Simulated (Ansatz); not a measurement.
Runs of Ansatz 0.2.0 on SnCl. Symmetry: P6_3mc, No. 186, hexagonal system. The conventional cell has a = 3.498 Å, b = 3.498 Å, c = 10.062 Å, α = 90.00°, β = 90.00°, γ = 120.00°. Around Sn (site symmetry 3m) lie 1 Cl at 2.68 Å. Cl (site symmetry 3m) is surrounded by 1 Sn at 2.68 Å. The cell comes from a database or a generator and needn't be the stable form of this composition.

| level | spin | cell | k mesh | smearing | target pressure (GPa) | gap on the mesh (eV) | pressure (GPa) | relaxed volume (Å³/atom) |
| --- | --- | --- | --- | --- | --- | --- | --- | --- |
| revPBE | SOC, no magnetisation | relaxed | 7 × 7 × 3 | gaussian 0.05 eV | - | none | 0.0 | (a) |
| PBE | off | relaxed to 10 GPa | 9 × 9 × 3 | fermi-dirac 0.05 eV | 10 | none | 10.0 | - |
| PBE | off | relaxed to 30 GPa | 9 × 9 × 3 | fermi-dirac 0.05 eV | 30 | none | 30.0 | - |
| PBE | off | relaxed to 5 GPa | 9 × 9 × 3 | fermi-dirac 0.05 eV | 5 | none | 5.0 | - |
| PBE | off | relaxed | 9 × 9 × 3 | fermi-dirac 0.05 eV | 0 | none | 0.0 | 27.14 |
| PBE | off | relaxed to 2 GPa | 9 × 9 × 3 | fermi-dirac 0.05 eV | 2 | none | 2.0 | - |
| PBE | off | relaxed to 20 GPa | 9 × 9 × 3 | fermi-dirac 0.05 eV | 20 | none | 20.0 | - |

Alike in all rows: task relaxation of cell and atoms; potentials or basis Ansatz PAW; cutoff (eV) 420.

Task: Fill in the values left out.

Result: (a) 29.07.

Caveats: the plane-wave basis is chosen anew once the cell has moved, so the energies of steps on either side of that aren't comparable; the volume moved by over 15 % at a fixed basis, so the end points are rough (some runs); the PAW data sets come from PBE, with cores solved anew for the run's functional, which leaves a small shift of forces and pressure (some runs).

A k mesh can miss the band edges, and rows without SOC leave out spin-orbit coupling on Sn.

A gap of «none» marks a metal or a gap under the smearing width.
